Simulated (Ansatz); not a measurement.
**C₂H₁₂ClGeNSi₂: taking an electron away**

How much energy removes an electron from C₂H₁₂ClGeNSi₂ at fixed geometry? The cation is run at each level and the neutral's energy taken from earlier runs.

Computed with Ansatz 0.2.0, Gaussian basis. Level: unrestricted cation, the program's frozen cores in correlated methods.

The runs, in order: UKS PBE-D4/def2-TZVPP; UKS r2SCAN-D4/def2-TZVPP; UKS PBE0-D4/def2-TZVPP; UKS B3LYP-D4/def2-TZVPP; UKS wB97X-V/def2-TZVPP; UKS wB97M-V/def2-TZVPP; UKS B2PLYP/def2-TZVPP; UHF-CCSD(T)/def2-TZVPP; UHF-MP2/def2-QZVPP; extrapolation to the limit; then −ε(HOMO) from the neutral's earlier runs with LDA (SPW92), PBE-D4, revPBE-D4, BLYP-D4, r2SCAN-D4, B97M-V, PBE0-D4, B3LYP-D4, r2SCANh-D4, r2SCAN0-D4, HSE06-D4, BHLYP-D4, CAM-B3LYP-D4, LC-ωPBE, ωB97X-V, ωB97M-V.

**1. Structure used throughout**

An earlier PBE0-D4 in a triple-zeta def2 set relaxation fixed the geometry.

SMILES `C[SiH](C)[N]([GeH3])[SiH2]Cl`, 19 atoms, charge 0, spin multiplicity 1.

Atoms are counted from 1 here; the program's logs count them from 0.

Bond lengths: C1–Si2 1.865 Å, C1–H8 1.092 Å, C1–H9 1.094 Å, C1–H10 1.093 Å, Si2–C3 1.866 Å, Si2–N4 1.749 Å, Si2–H11 1.492 Å, C3–H12 1.093 Å, C3–H13 1.094 Å, C3–H14 1.093 Å, N4–Ge5 1.860 Å, N4–Si6 1.703 Å, Ge5–H15 1.537 Å, Ge5–H16 1.537 Å, Ge5–H17 1.536 Å, Si6–Cl7 2.070 Å, Si6–H18 1.483 Å, Si6–H19 1.479 Å. Angles: Si2–C1–H8 111.9°, Si2–C1–H9 109.2°, Si2–C1–H10 111.8°, H8–C1–H9 107.9°, H8–C1–H10 108.3°, H9–C1–H10 107.6°, C1–Si2–C3 110.6°, C1–Si2–N4 109.8°, C1–Si2–H11 109.6°, C3–Si2–N4 110.8°, C3–Si2–H11 108.8°, N4–Si2–H11 107.2°, Si2–C3–H12 110.3°, Si2–C3–H13 110.9°, Si2–C3–H14 111.5°, H12–C3–H13 108.3°, H12–C3–H14 108.0°, H13–C3–H14 107.7° and more.

**2. Cation, UKS PBE-D4/def2-TZVPP**

Contents of in.yaml:

```yaml
crystal:
  periodic: [false, false, false]
  atoms:
    - {symbol: C, position_ang: [-1.770416, -1.452493, -0.348254]}
    - {symbol: Si, position_ang: [-0.237072, -0.848891, 0.525360]}
    - {symbol: C, position_ang: [1.259975, -1.808521, -0.038762]}
    - {symbol: N, position_ang: [-0.023968, 0.862335, 0.232005]}
    - {symbol: Ge, position_ang: [1.218172, 1.778015, 1.270359]}
    - {symbol: Si, position_ang: [-0.698720, 1.676547, -1.102912]}
    - {symbol: Cl, position_ang: [0.096498, 1.019096, -2.897830]}
    - {symbol: H, position_ang: [-2.664467, -0.922449, -0.013587]}
    - {symbol: H, position_ang: [-1.910264, -2.516155, -0.135938]}
    - {symbol: H, position_ang: [-1.689675, -1.340470, -1.432904]}
    - {symbol: H, position_ang: [-0.396586, -1.026845, 1.998210]}
    - {symbol: H, position_ang: [1.407288, -1.682986, -1.114710]}
    - {symbol: H, position_ang: [1.140410, -2.875327, 0.169631]}
    - {symbol: H, position_ang: [2.167027, -1.470184, 0.468406]}
    - {symbol: H, position_ang: [2.275309, 2.418750, 0.356772]}
    - {symbol: H, position_ang: [0.497238, 2.864156, 2.084605]}
    - {symbol: H, position_ang: [1.862030, 0.742162, 2.203708]}
    - {symbol: H, position_ang: [-0.375553, 3.120146, -0.997981]}
    - {symbol: H, position_ang: [-2.157227, 1.463124, -1.226178]}
basis:
  gaussian: {orbitals: def2-TZVPP}
total_charge: 1
magnetization: {spin_polarized: true, initial_magnetization: 1}
hamiltonian: {xc: pbe, dispersion: d4}
```

The run is started by

```console
$ ansatz run in.yaml --threads 4 --pin off --events-out ev --progress --plain --max-ram 66560MiB --backend cuda --devices 0, --max-vram 37GiB
```

The runs that follow: Cation, UKS r2SCAN-D4/def2-TZVPP; Cation, UKS PBE0-D4/def2-TZVPP; Cation, UKS B3LYP-D4/def2-TZVPP; Cation, UKS wB97X-V/def2-TZVPP; Cation, UKS wB97M-V/def2-TZVPP; Cation, UKS B2PLYP (frozen core)/def2-TZVPP; Cation, UHF-CCSD(T)/def2-TZVPP; Cation, UHF-MP2/def2-QZVPP.

Before running them: what should the planned runs give, taken together? Wanted: ionisation energy, CCSD(T)/CBS; nearest functional by difference; nearest −ε(HOMO); −ε(HOMO) of PBE; T1 of the cation.

The runs gave:

| quantity | value |
| --- | --- |
| ionisation energy, CCSD(T)/CBS | 9.58 eV |
| nearest functional by difference | ωB97X-V (-0.16 eV) |
| nearest −ε(HOMO) | ωB97M-V (+0.21 eV) |
| −ε(HOMO) of PBE | 6.27 eV |
| T1 of the cation | 0.024 |

**Reading.** By cation minus neutral, the functionals miss by 0.76 eV at most. −ε(HOMO) of PBE misses by 3.3 eV, since self-interaction lifts the level. Among orbital estimates ωB97M-V comes nearest. Hartree-Fock falls 1.18 eV short, as the neutral has more correlation energy than the cation. Correlated methods include outer-core shells of Ge, which these sets cover unevenly. With outer-core shells in play the reference is unsure by up to some tenths of an eV, so close misses can't be ranked.
